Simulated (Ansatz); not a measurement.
Task: a single point in a Gaussian basis of CH7Ge3N, SMILES N#[C][GeH]([GeH3])[GeH3], with Ansatz's Python interface. Give the script and its output. Level of theory: PBE0, def2-SVP basis, multiplicity 1.

| atom | x (Å) | y (Å) | z (Å) |
| --- | --- | --- | --- |
| N | 0.2364 | 3.2862 | -0.7635 |
| C | 0.1272 | 2.2512 | -0.2582 |
| Ge | -0.0513 | 0.5569 | 0.5681 |
| Ge | 1.9174 | -0.7384 | 0.1559 |
| Ge | -1.9465 | -0.5781 | -0.3503 |
| H | -0.2437 | 0.7399 | 2.0951 |
| H | 1.7672 | -2.1277 | 0.8264 |
| H | 3.1494 | -0.0050 | 0.7445 |
| H | 2.1002 | -0.9182 | -1.3727 |
| H | -2.0875 | -1.9677 | 0.3215 |
| H | -1.7442 | -0.7587 | -1.8763 |
| H | -3.2246 | 0.2595 | -0.0905 |

The script, `ch7ge3n.py`:
```python
"""Single point of CH7Ge3N in a Gaussian basis."""

from pathlib import Path
import json

import ansatz as az

BASIS_SET = "def2-SVP"
XC = "pbe0"


def main() -> None:
    geometry_ang = [
        ("N", (0.2364, 3.2862, -0.7635)),
        ("C", (0.1272, 2.2512, -0.2582)),
        ("Ge", (-0.0513, 0.5569, 0.5681)),
        ("Ge", (1.9174, -0.7384, 0.1559)),
        ("Ge", (-1.9465, -0.5781, -0.3503)),
        ("H", (-0.2437, 0.7399, 2.0951)),
        ("H", (1.7672, -2.1277, 0.8264)),
        ("H", (3.1494, -0.005, 0.7445)),
        ("H", (2.1002, -0.9182, -1.3727)),
        ("H", (-2.0875, -1.9677, 0.3215)),
        ("H", (-1.7442, -0.7587, -1.8763)),
        ("H", (-3.2246, 0.2595, -0.0905)),
    ]
    mol = az.Crystal.molecule()
    for symbol, xyz in geometry_ang:
        mol = mol.atom(symbol, xyz)

    model = (
        mol.calculation()
        .basis(gaussian=BASIS_SET)
        .functional(XC)
        .orbitals()
    )
    print(model.to_yaml())
    res = model.run(threads=1, runs_dir="out")
    r = res.report

    print(f"E = {r['free_energy_ev']:.6f} eV = {r['free_energy_ev'] / 27.211386246:.7f} Ha")
    print("converged:", r["converged"], " doubts:", r["published_state_doubts"] or "none")

    lines = Path(r["orbitals_path"]).read_text().splitlines()
    field_of = lambda key: [line.split("=")[1].strip() for line in lines if line.startswith(key)]
    orbitals = [(27.211386 * float(e), s, float(n)) for e, s, n in zip(field_of("Ene="), field_of("Spin="), field_of("Occup="))]
    homo = max(e for e, _, n in orbitals if n > 0.5)
    lumo = min(e for e, _, n in orbitals if n < 0.5)
    for e, spin, n in sorted(orbitals):
        if homo - 6 < e < lumo + 5:
            print(f"{spin:6s} {e:10.3f} eV  occupation {n:.0f}")
    with open("ch7ge3n.json", "w") as handle:
        json.dump({k: r[k] for k in ("free_energy_ev", "reference_energy_ev", "n_occupied", "n_virtual")}, handle, indent=1)


if __name__ == "__main__":
    main()
```

```console
$ python ch7ge3n.py
crystal:
  periodic: [false, false, false]
  atoms:
    - { symbol: "N", position_ang: [0.2364, 3.2862, -0.7635] }
    - { symbol: C, position_ang: [0.1272, 2.2512, -0.2582] }
    - { symbol: Ge, position_ang: [-0.0513, 0.5569, 0.5681] }
    - { symbol: Ge, position_ang: [1.9174, -0.7384, 0.1559] }
    - { symbol: Ge, position_ang: [-1.9465, -0.5781, -0.3503] }
    - { symbol: H, position_ang: [-0.2437, 0.7399, 2.0951] }
    - { symbol: H, position_ang: [1.7672, -2.1277, 0.8264] }
    - { symbol: H, position_ang: [3.1494, -0.005, 0.7445] }
    - { symbol: H, position_ang: [2.1002, -0.9182, -1.3727] }
    - { symbol: H, position_ang: [-2.0875, -1.9677, 0.3215] }
    - { symbol: H, position_ang: [-1.7442, -0.7587, -1.8763] }
    - { symbol: H, position_ang: [-3.2246, 0.2595, -0.0905] }
basis:
  gaussian:
    orbitals: def2-SVP
hamiltonian:
  xc: pbe0
output:
  orbitals: {}

E = -172147.680767 eV = -6326.3105823 Ha
converged: True  doubts: none
Alpha     -12.217 eV  occupation 2
Alpha     -10.610 eV  occupation 2
Alpha     -10.329 eV  occupation 2
Alpha     -10.295 eV  occupation 2
Alpha     -10.001 eV  occupation 2
Alpha      -9.990 eV  occupation 2
Alpha      -9.880 eV  occupation 2
Alpha      -9.865 eV  occupation 2
Alpha      -8.948 eV  occupation 2
Alpha      -8.153 eV  occupation 2
Alpha      -0.495 eV  occupation 0
Alpha      -0.460 eV  occupation 0
Alpha      -0.113 eV  occupation 0
Alpha       0.191 eV  occupation 0
Alpha       0.563 eV  occupation 0
Alpha       0.706 eV  occupation 0
Alpha       1.219 eV  occupation 0
Alpha       1.598 eV  occupation 0
Alpha       2.285 eV  occupation 0
Alpha       2.384 eV  occupation 0
Alpha       2.959 eV  occupation 0
Alpha       3.304 eV  occupation 0
Alpha       4.309 eV  occupation 0
```

`ch7ge3n.json`, as written:
```json
{
 "free_energy_ev": -172147.68076678147,
 "reference_energy_ev": -172147.68076678147,
 "n_occupied": [
  58,
  58
 ],
 "n_virtual": [
  101,
  101
 ]
}
```

Reading the output:
- Total energies depend on the basis set; only differences at equal settings carry meaning.
- The geometry is a force-field or estimated start, not a minimum of this method, and the basis set is short of its limit.
- Alpha marks a spatial orbital of a restricted run, filled by both spins.
- Levels such as HOMO and LUMO are orbital energies: with these approximate functionals they aren't the ionisation energy and electron affinity, and their gap isn't the fundamental gap.
- Finished in 12 s on 1 thread of Arm Neoverse V1 (shared host), peak memory 0.54 GiB.
